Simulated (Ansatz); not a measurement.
**H₁₁HfNO₃Si₃: how energies converge with the basis set**

An exercise on one series of results from a longer session: the logs are not shown, and one member is left open.

The runs use Ansatz 0.2.0, Gaussian basis; one geometry, several basis sets.

Levels to be run: PBE0-D4/def2-SVP; ωB97M-V/def2-SVP; PBE0-D4/def2-QZVPP; ωB97M-V/def2-QZVPP; the functionals' def2-TZVPP values are taken from earlier runs.

**The relaxed structure**

The geometry comes from an earlier relaxation with PBE0-D4 in a triple-zeta def2 set; it is a stationary point, not always the lowest conformer. Hf takes the def2 core potential; no spin-orbit term is included.

SMILES `[NH2][Hf]([O][SiH3])([O][SiH3])[O][SiH3]`, 19 atoms, charge 0, spin multiplicity 1.

Atoms are counted from 1 here; the program's logs count them from 0.

Bond lengths: N1–Hf2 2.033 Å, N1–H9 1.010 Å, N1–H10 1.010 Å, Hf2–O3 1.946 Å, Hf2–O5 1.946 Å, Hf2–O7 1.952 Å, O3–Si4 1.632 Å, Si4–H11 1.487 Å, Si4–H12 1.487 Å, Si4–H13 1.487 Å, O5–Si6 1.632 Å, Si6–H14 1.487 Å, Si6–H15 1.487 Å, Si6–H16 1.487 Å, O7–Si8 1.629 Å, Si8–H17 1.488 Å, Si8–H18 1.487 Å, Si8–H19 1.488 Å. Angles: Hf2–N1–H9 125.7°, Hf2–N1–H10 125.8°, H9–N1–H10 108.5°, N1–Hf2–O3 107.8°, N1–Hf2–O5 107.8°, N1–Hf2–O7 110.7°, O3–Hf2–O5 113.4°, O3–Hf2–O7 108.6°, O5–Hf2–O7 108.6°, Hf2–O3–Si4 177.0°, O3–Si4–H11 110.1°, O3–Si4–H12 110.1°, O3–Si4–H13 109.8°, H11–Si4–H12 109.0°, H11–Si4–H13 108.9°, H12–Si4–H13 108.9°, Hf2–O5–Si6 177.3°, O5–Si6–H14 110.1° and more.

Set-up of the first run:

File in.yaml:

```yaml
crystal:
  periodic: [false, false, false]
  atoms:
    - {symbol: N, position_ang: [1.261846, 2.150054, -0.511088]}
    - {symbol: Hf, position_ang: [0.251564, 0.426543, -0.134671]}
    - {symbol: O, position_ang: [1.298121, -1.045368, -0.858518]}
    - {symbol: Si, position_ang: [2.110823, -2.332015, -1.448987]}
    - {symbol: O, position_ang: [-1.514576, 0.585397, -0.935598]}
    - {symbol: Si, position_ang: [-3.009450, 0.645355, -1.588464]}
    - {symbol: O, position_ang: [0.041895, 0.157105, 1.787322]}
    - {symbol: Si, position_ang: [-0.036971, 0.092400, 3.413464]}
    - {symbol: H, position_ang: [2.264365, 2.239644, -0.597318]}
    - {symbol: H, position_ang: [0.847084, 3.063612, -0.628994]}
    - {symbol: H, position_ang: [1.295244, -3.020629, -2.484154]}
    - {symbol: H, position_ang: [2.412177, -3.291230, -0.353451]}
    - {symbol: H, position_ang: [3.389253, -1.882820, -2.061768]}
    - {symbol: H, position_ang: [-3.152502, -0.401111, -2.635022]}
    - {symbol: H, position_ang: [-3.237078, 1.979269, -2.205383]}
    - {symbol: H, position_ang: [-4.035058, 0.419705, -0.535699]}
    - {symbol: H, position_ang: [1.331867, 0.031635, 3.993578]}
    - {symbol: H, position_ang: [-0.791150, -1.116346, 3.840450]}
    - {symbol: H, position_ang: [-0.727445, 1.298810, 3.944292]}
basis:
  gaussian: {orbitals: def2-SVP}
hamiltonian: {xc: pbe0, dispersion: d4}
output: {orbitals: {seedname: orbitals}}
```

The run is started by

```bash
> ansatz run in.yaml --threads 4 --pin off --events-out ev --progress --plain --max-ram 46080MiB --backend cpu
```

Steps of the session up to this table: PBE0-D4 in def2-SVP; ωB97M-V in def2-SVP; PBE0-D4 in def2-QZVPP; ωB97M-V in def2-QZVPP.

One of the session's tables, all rows but one given; the rest of the session is left out.

It belongs to the step «Functionals by basis». 

```
functional       basis  HOMO (eV)
   PBE0-D4    def2-SVP      -7.39
   PBE0-D4  def2-TZVPP      -7.51
   PBE0-D4  def2-QZVPP          ?
   ωB97M-V    def2-SVP      -9.76
   ωB97M-V  def2-TZVPP      -9.90
   ωB97M-V  def2-QZVPP      -9.93
```

**Question.** Estimate the row for PBE0-D4, def2-QZVPP.

As computed: HOMO (eV): -7.55. In the column «HOMO (eV)» it lies between ωB97M-V, def2-SVP (-9.76) and PBE0-D4, def2-TZVPP (-7.51).
